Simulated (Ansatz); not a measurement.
# Sc (hcp type): a relaxation

The task is a relaxation on Sc (hcp type). The structure is shown as the input types it.

Method: DFT, PBEsol, PAW with Ansatz's default frozen-core files, scalar-relativistic, in Ansatz 0.2.0.

### Step 1. The starting structure

Symmetry: P6_3/mmc, No. 194, hexagonal system. The conventional cell has a = 3.139 Å, b = 3.139 Å, c = 4.892 Å, α = 90.00°, β = 90.00°, γ = 120.00°. Sc (site symmetry -6m2) has 12 Sc at 3.04 to 3.14 Å in its first shell of neighbours.

Structure file:

```
CELL_PARAMETERS angstrom
3.13941 0.00000 0.00000
-1.56971 2.71881 0.00000
0.00000 0.00000 4.89215
ATOMIC_POSITIONS crystal
Sc 0.33333 0.66667 0.25000
Sc 0.66667 0.33333 0.75000
```

### Step 2. The run

input.yaml

```yaml
crystal:
  lattice:
    - [3.1394140496, 0.0, 0.0]
    - [-1.5697070248, 2.71881232, 0.0]
    - [0.0, 0.0, 4.8921483358]
  atoms:
    - { symbol: Sc, position: [0.3333333333, 0.6666666667, 0.25] }
    - { symbol: Sc, position: [0.6666666667, 0.3333333333, 0.75] }
kpoints:
  mp_grid: { grid: [15, 15, 8] }
scf:
  occupations: { method: fermi_dirac, width: 0.1 }
  max_iter: 5
hamiltonian:
  xc: pbesol
  pseudopotentials: { kind: paw }
output:
  forces: true
  stress: true
relax:
  f_tol: 0.005
  max_steps: 30
  cell: { stress_tol: 0.06, fix: [volume] }
```

Command:

```
ansatz run input.yaml --threads 1 --pin off --max-ram 2048MiB --backend cpu --events-out ev --progress --plain --runs-dir out
```

What happens when this is run?

The run converged and reported no error. Convergence says nothing about whether the input makes sense.

The suspect setting: scf.max_iter is 5. What could go wrong: too low a cap on iterations. The run converged, but that does not make its result sound.

Run again and compare: delete scf.max_iter (the default then holds).
